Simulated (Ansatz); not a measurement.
# C2H6FMoNO2: small, medium and large basis sets

An exercise on one series of results from a longer session: the logs are not shown, and one member is left open.

Computed with Ansatz 0.2.0, Gaussian basis. Level: one geometry, several basis sets.

Plan: PBE0-D4/def2-SVP; ωB97M-V/def2-SVP; PBE0-D4/def2-QZVPP; ωB97M-V/def2-QZVPP; the functionals' def2-TZVPP values are taken from earlier runs.

2 further runs of the same task are left out: 2 for a known fault of the program.

## Structure used throughout

The geometry comes from an earlier relaxation with PBE0-D4 in a triple-zeta def2 set; it is a stationary point, not always the lowest conformer. Mo takes the def2 core potential; no spin-orbit term is included.

SMILES `C[N]=[Mo](=[O])([F])[O]C`, 13 atoms, charge 0, spin multiplicity 1.

Atoms are counted from 1 here; the program's logs count them from 0.

Bond lengths: C1–N2 1.420 Å, C1–H8 1.095 Å, C1–H9 1.095 Å, C1–H10 1.096 Å, N2–Mo3 1.721 Å, Mo3–O4 1.679 Å, Mo3–F5 1.867 Å, Mo3–O6 1.856 Å, O6–C7 1.404 Å, C7–H11 1.094 Å, C7–H12 1.094 Å, C7–H13 1.093 Å. Angles: N2–C1–H8 110.0°, N2–C1–H9 109.9°, N2–C1–H10 111.4°, H8–C1–H9 107.7°, H8–C1–H10 108.8°, H9–C1–H10 109.0°, C1–N2–Mo3 150.6°, N2–Mo3–O4 107.0°, N2–Mo3–F5 108.3°, N2–Mo3–O6 107.5°, O4–Mo3–F5 111.9°, O4–Mo3–O6 110.3°, F5–Mo3–O6 111.6°, Mo3–O6–C7 135.6°, O6–C7–H11 109.5°, O6–C7–H12 111.2°, O6–C7–H13 108.9°, H11–C7–H12 109.3° and more.

Set-up of the first run:

Input file in.yaml:

```yaml
crystal:
  periodic: [false, false, false]
  atoms:
    - {symbol: C, position_ang: [0.681580, 0.569373, 2.130842]}
    - {symbol: N, position_ang: [0.502648, 0.696724, 0.728059]}
    - {symbol: Mo, position_ang: [-0.459138, 1.150111, -0.625683]}
    - {symbol: O, position_ang: [-1.926063, 1.700029, -0.021886]}
    - {symbol: F, position_ang: [0.447455, 2.480190, -1.570566]}
    - {symbol: O, position_ang: [-0.717043, -0.368430, -1.661023]}
    - {symbol: C, position_ang: [-0.267849, -1.698436, -1.622165]}
    - {symbol: H, position_ang: [0.891271, -0.473674, 2.388415]}
    - {symbol: H, position_ang: [1.537190, 1.170606, 2.454008]}
    - {symbol: H, position_ang: [-0.210088, 0.895564, 2.678391]}
    - {symbol: H, position_ang: [-1.101854, -2.358403, -1.367897]}
    - {symbol: H, position_ang: [0.531465, -1.824895, -0.885703]}
    - {symbol: H, position_ang: [0.110828, -1.973556, -2.609992]}
basis:
  gaussian: {orbitals: def2-SVP}
hamiltonian: {xc: pbe0, dispersion: d4}
output: {orbitals: {seedname: orbitals}}
```

The run is started by

```sh
> ansatz run in.yaml --threads 2 --pin off --events-out ev --progress --plain --max-ram 32768MiB --backend cpu
```

Steps of the session up to this table: PBE0-D4 in def2-SVP; ωB97M-V in def2-SVP; PBE0-D4 in def2-QZVPP; ωB97M-V in def2-QZVPP.

One of the session's tables, all rows but one given; the rest of the session is left out.

It belongs to the step «Density functionals: the series». 

| functional | basis | HOMO (eV) | LUMO (eV) |
| --- | --- | --- | --- |
| PBE0-D4 | def2-SVP | -7.80 | -1.61 |
| PBE0-D4 | def2-TZVPP | -7.82 | -1.64 |
| PBE0-D4 | def2-QZVPP | -7.83 | -1.66 |
| ωB97M-V | def2-SVP | -10.06 | 0.51 |
| ωB97M-V | def2-TZVPP | -10.08 | 0.47 |
| ωB97M-V | def2-QZVPP | ? | ? |

Q: Estimate the row for ωB97M-V, def2-QZVPP from the others.

The run gave: HOMO (eV): -10.10; LUMO (eV): 0.43. In the column «HOMO (eV)» it is the lowest.
